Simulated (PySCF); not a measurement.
# F5OTi ([TiOF5]4-): the cost of one run

Programs: PySCF 2.14.0, with routines of our own; each step states its level. All values are computed. Atoms count from 0.

## 1. The starting structure

7 atoms, charge -4, states of the metal's open shell are computed; geometry from: model start, shaken.

## 2. Geometry optimisation at PBE0-D3(BJ)/def2-SVP

The job: settings as JSON, then the geometry in Å.

```
{"job": {"xc": "PBE0", "basis": "def2-SVP", "d3": "d3bj", "grid": 1, "maxiter": 45, "solvent": "water", "kind": "geom"}, "charge": -4, "metal": "Ti", "open_shell": "d1"}
Ti     0.000020     0.004480    -0.004110
O     -0.013360    -0.006820     1.815130
F      0.000900     0.020100    -1.977380
F      1.960690     0.007350     0.005350
F     -1.968420    -0.013960    -0.000440
F      0.010430     1.949840    -0.006860
F     -0.028520    -1.989340    -0.027630
```

Started as:

```sh
$ OMP_NUM_THREADS=1 python lf_run.py task.json out
```

One launch serves the whole session: the jobs run in the order shown.

**Question.** How long does this first job take on 1 thread of Intel Xeon at 2.50GHz, shared host, and how much memory does it need?

About 11 min, with a peak of 0.78 GiB.
